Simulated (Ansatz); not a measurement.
# SiC (zinc blende): the cost of one run

Computed with Ansatz 0.2.0 (DFT r2SCAN, scalar-relativistic, plane waves, PAW, unless a step's input says otherwise).

## Step 1: Starting point

Symmetry: F-43m, No. 216, cubic system. The conventional cell has a = 4.403 Å, b = 4.403 Å, c = 4.403 Å, α = 90.00°, β = 90.00°, γ = 90.00°. Si (site symmetry -43m) is surrounded by 4 C at 1.91 Å. Around C (site symmetry -43m) lie 4 Si at 1.91 Å.

Coordinates:

```cif
data_structure
_symmetry_space_group_name_H-M 'P 1'
_symmetry_Int_Tables_number 1
_cell_length_a 3.1135
_cell_length_b 3.1135
_cell_length_c 3.1135
_cell_angle_alpha 60.000
_cell_angle_beta 60.000
_cell_angle_gamma 60.000
_cell_volume 21.34
loop_
_atom_site_label
_atom_site_type_symbol
_atom_site_fract_x
_atom_site_fract_y
_atom_site_fract_z
_atom_site_occupancy
Si1 Si 0.00000 0.00000 0.00000 1
C1 C 0.25000 0.25000 0.25000 1
```

## Step 2: Volume × 1.03

The input, input.yaml:

```yaml
crystal:
  lattice:
    - [0.0, 2.2015855622, 2.2015855622]
    - [2.2015855622, 0.0, 2.2015855622]
    - [2.2015855622, 2.2015855622, 0.0]
  atoms:
    - { symbol: Si, position: [0.0, 0.0, 0.0] }
    - { symbol: C, position: [0.25, 0.25, 0.25] }
scf:
  occupations: { method: fixed }
output:
  forces: true
  stress: true
  eigenvalues: true
  write_density: true
  write_potential: true
  elf: true
  volumetric_format: npy
hamiltonian:
  xc: r2scan
basis:
  ecutwfc: 560
kpoints:
  mp_grid: { grid: [10, 10, 10] }
```

The run is started by

```sh
$ ansatz run input.yaml --threads 1 --pin off --max-ram 2867MiB --backend cpu --events-out ev --progress --plain --runs-dir out
```

**Question.** How long does this run take on 1 thread of Intel Xeon at 2.30GHz, shared host, and how much memory does it need?

About 3.1 s, with a peak of 0.39 GiB.
